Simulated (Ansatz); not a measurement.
GeW:

```
Ge W
1.0
     0.00000    2.57761    2.57761
     2.57761    0.00000    2.57761
     2.57761    2.57761    0.00000
Ge W
1 1
Direct
  0.50000 0.50000 0.50000
  0.00000 0.00000 0.00000
```

The cell was built by a generator and needn't be a form met in nature.

```yaml
Program: Ansatz 0.2.0
Task: relaxation of cell and atoms
Functional: HF
Potentials_or_basis: Ansatz PAW
Cutoff: "420 eV (not typed: the program's choice for these potentials)"
k_mesh: 5 × 5 × 5
Occupations: fermi-dirac, width 0.05 eV
Spin: no spin polarisation
```

At the start: volume 17.13 Å³/atom.

**Question.** Where does the relaxation end?

**Answer.** It ends after 4 steps and the volume is 16.88 Å³/atom (-1.5 %); space group Fm-3m (No. 225, to 0.05 Å).

Step by step:
| step | energy change (eV) | largest force (eV/Å) | volume (Å³) |
| --- | --- | --- | --- |
| 1 | 0.0000 | 0.0000 | 34.25 |
| 2 | -0.0052 | 0.0000 | 33.76 |
| 3 | -0.0052 | 0.0000 | 33.75 |
| 4 | -0.0047 | 0.0000 | 33.75 |

Final structure:
```
Ge W
1.0
     0.00000    2.56498    2.56498
     2.56498    0.00000    2.56498
     2.56498    2.56498    0.00000
Ge W
1 1
Direct
  0.50000 0.50000 0.50000
  0.00000 0.00000 0.00000
```

Caveat: the k mesh is coarse (spacing up to 0.42 Å⁻¹), so the values aren't converged, least of all with exact exchange; the plane-wave basis is chosen anew once the cell has moved, so the energies of steps on either side of that aren't comparable; the PAW data sets come from PBE, with cores solved anew for the run's functional, which leaves a small shift of forces and pressure.
